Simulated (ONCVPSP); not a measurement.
# Pseudopotential generation for praseodymium: ONCV, PBE

Task: generate the file, and judge it by its errors in other configurations, its logarithmic derivatives, its ghosts and its cutoff.

The numbers are computed with ONCVPSP 4.0.1.1 (patched build) (PBE, scalar-relativistic, spin-unpolarised reference atom).

## (1) Settings

Typed settings, in words:

```json
{
  "element": "praseodymium (Pr, Z = 59)",
  "type": "optimised norm-conserving Vanderbilt (ONCV)",
  "frozen core": "[Kr] 4d10",
  "valence charge": "13",
  "reference configuration": "4f3 5s2 5p6 6s2",
  "partial waves": "5s+6s: rc 2.50 bohr, ncon 3, nbas 6, qcut 6.3 1/bohr, 2 projectors; 5p: rc 1.65 bohr, ncon 5, nbas 8, qcut 5.1 1/bohr, 2 projectors, debl 2.5 Ha; d scattering state at 0.4 Ha: rc 2.40 bohr, ncon 5, nbas 9, qcut 3.5 1/bohr, 3 projectors, debl 2.9 Ha; 4f: rc 1.40 bohr, ncon 3, nbas 8, qcut 13.3 1/bohr, local",
  "local potential": "the f channel",
  "core correction": "Teter function, fcfact 5, rcfact 1.65"
}
```

An earlier all-electron run gives the scale for the radii.

All-electron outer shells of the reference configuration (PBE, scalar-relativistic, ld1.x):

```csv
shell,level (eV),outermost node (bohr),outermost maximum (bohr)
5s,-39.03,0.74,1.35
5p,-21.47,0.79,1.53
6s,-3.46,1.81,3.85
5d,-2.02,0.91,2.28
4f,-1.25,–,0.69
6p,-1.24,2.18,5.13
```

## (2) Generating the potential

Pr.dat

```
# ATOM AND REFERENCE CONFIGURATION
# atsym  z   nc   nv     iexc    psfile
  Pr 59.00    9    4        4      upf
#
#   n    l    f
    1    0    2.00
    2    0    2.00
    2    1    6.00
    3    0    2.00
    3    1    6.00
    3    2   10.00
    4    0    2.00
    4    1    6.00
    4    2   10.00
    4    3    3.00
    5    0    2.00
    5    1    6.00
    6    0    2.00
#
# PSEUDOPOTENTIAL AND OPTIMIZATION
# lmax
    3
#
#   l,   rc,      ep,       ncon, nbas, qcut
    0    2.50    0.00    3    6    6.30
    1    1.65    0.00    5    8    5.10
    2    2.40    0.40    5    9    3.50
    3    1.40    0.00    3    8   13.30
#
# LOCAL POTENTIAL
# lloc, lpopt,  rc(5),   dvloc0
    3    5    1.40    0.00
#
# VANDERBILT-KLEINMAN-BYLANDER PROJECTORs
# l, nproj, debl
    0    2    3.90
    1    2    2.50
    2    3    2.90
    3    0    2.20
#
# MODEL CORE CHARGE
# icmod, fcfact, rcfact
    3    5.00    1.65
#
# LOG DERIVATIVE ANALYSIS
# epsh1, epsh2, depsh
   -3.00    5.00    0.02
#
# OUTPUT GRID
# rlmax, drl
    6.00    0.01
#
# TEST CONFIGURATIONS
# ncnf
    4
# nvcnf
#   n    l    f
    4
    4    3    3.00
    5    0    2.00
    5    1    6.00
    6    0    1.00
#
    4
    4    3    3.00
    5    0    2.00
    5    1    6.00
    6    0    0.00
#
    4
    4    3    2.00
    5    0    2.00
    5    1    6.00
    6    0    0.00
#
    4
    4    3    2.00
    5    0    2.00
    5    1    6.00
    6    0    2.00
#
```

On the command line:

```sh
$ oncvpsp.x < Pr.dat > Pr.out
```

What does the calculation give? Wanted: cutoffs for 1 and 0.1 mHa per electron, occupied waves; bound ghosts; GHOST(+) flags; largest phase difference near zero energy, channels read; rms error of d²Exc/dn², without and with the model core; projector energies reset by the program.

The runs gave:

```
                                                quantity                            value
  cutoffs for 1 and 0.1 mHa per electron, occupied waves                 69 Ha and 106 Ha
                                            bound ghosts  s at -368.87 eV, p at -56.50 eV
                                          GHOST(+) flags                      d at 201 eV
largest phase difference near zero energy, channels read                        0.015 rad
 rms error of d²Exc/dn², without and with the model core               10.48 and 4.11 mHa
                 projector energies reset by the program        d: 0.050, 2.950, 5.850 Ha
```

What this shows: It has a bound ghost (s, p), a state that the atom doesn't have, and that rules the file out. It counts as very hard, with 69 Ha needed at the looser tolerance. At the looser tolerance the 4f wave is the slowest; 5p needs 17 Ha. Near zero energy the phases of the channels with partial waves agree within 0.015 rad. The pseudo curves have a pole with no partner nearby in the atom's: p at -2.07 Ha. The program also flags highly localised states, GHOST(+) (d).
